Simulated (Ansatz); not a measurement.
## CdS, space group P6_3mc: a convergence test of the plane-wave cutoff, step by step

Program: Ansatz 0.2.0 through its Python package.

Run as a notebook:

**Cell 1**
```python
import ansatz as az
import pandas as pd
from pymatgen.core import Lattice, Structure
from pymatgen.io.ase import AseAtomsAdaptor
```

**Cell 2**
```python
pmg_structure = Structure(
    Lattice([(4.15, 0.0, 0.0), (-2.075, 3.594005, 0.0), (0.0, 0.0, 6.737)]),
    ["Cd", "Cd", "S", "S"],
    [
        (1 / 3, 2 / 3, 0.0),
        (2 / 3, 1 / 3, 0.5),
        (1 / 3, 2 / 3, 0.375),
        (2 / 3, 1 / 3, 0.875),
    ],
)
xtal = az.Crystal.from_ase(AseAtomsAdaptor.get_atoms(pmg_structure))
```

**Cell 3**
```python
base = (
    xtal.calculation()
    .occupations(az.OccupationsMethod.FIXED)
    .kpoints(6, 6, 4)
    .functional("pbe")
    .scf(tolerance=1e-09)
    .forces()
    .stress()
)
```

**Cell 4**
```python
rows = []
for value in [300, 350, 400, 450]:
    rep = base.basis(value).run(threads=1, pin="off").report
    rows.append((value, rep["free_energy_ev"] / len(rep["lattice"]["sites"]), rep["n_iterations"], sum(rep["stress_gpa"][i][i] for i in range(3)) / 3, max(abs(f) for row in rep["forces_ev_ang"] for f in row), rep["n_pw"]))
```
Output:
```text
DeckWarning: basis.ecutwfc = 300 eV is below the records' recommended 420 eV, and the density's cutoff is lower with it unless basis.ecutrho_ratio is high enough to keep the records' density cutoff: compare with a run at a higher cutoff
DeckWarning: output.stress: scf.convergence.dr2_threshold = 1e-9 eV is looser than the 4e-10 eV advised for a printed stress (1e-10 eV for each atom of the cell: 4). What an SCF threshold leaves in a stress goes as its square root, and in the free energy as the threshold itself, and one threshold admits the most on a [...]
DeckWarning: basis.ecutwfc = 350 eV is below the records' recommended 420 eV, and the density's cutoff is lower with it unless basis.ecutrho_ratio is high enough to keep the records' density cutoff: compare with a run at a higher cutoff
DeckWarning: basis.ecutwfc = 400 eV is below the records' recommended 420 eV, and the density's cutoff is lower with it unless basis.ecutrho_ratio is high enough to keep the records' density cutoff: compare with a run at a higher cutoff
```

**Cell 5**
```python
table = pd.DataFrame(rows, columns=["cutoff (eV)", "F/atom (eV)", "iterations", "P (GPa)", "max component (eV/A)", "plane waves"])
table.round(5)
```
Output:
```text
   cutoff (eV)  F/atom (eV)  iterations  P (GPa)  max component (eV/A)  plane waves
0          300  -4578.84395           8  2.14425               0.06857         1165
1          350  -4578.90661           7  2.07855               0.06717         1509
2          400  -4578.90871           7  2.07622               0.06716         1809
3          450  -4578.90969           7  2.07492               0.06715         2189
```

**Cell 6**
```python
for row in rows[:-1]:
    shift = 1000 * (row[1] - rows[-1][1])
    print(f"{row[0]}: {shift:+.2f} meV/atom" + ("  (within 1 meV)" if abs(shift) < 1 else ""))
```
Output:
```text
300: +65.74 meV/atom
350: +3.08 meV/atom
400: +0.98 meV/atom  (within 1 meV)
```

From 400 eV on it stays within 1 meV an atom of the value at 450 eV; the first row (300 eV) is off by 65.7 meV and the last but one by 0.98 meV. The energy falls steadily, as expected when plane waves are added. The pressure moves from 2.14 to 2.07 GPa (the program's stress holds a Pulay correction, so it settles early). The last run costs about 1.7 times the first.

Reading the output:
- Pressure is positive in compression.
- The starting cell is as deposited in a crystallographic database; the results hold for this polymorph, which needn't be the stable one.
- Warnings are shown shortened and without file and line.
- Shifts are counted from the last row, which is itself no proven limit.
- Run time: 16 s on 1 thread of Intel(R) Xeon(R) Processor @ 2.30GHz, on a shared host, peak memory 0.63 GiB.
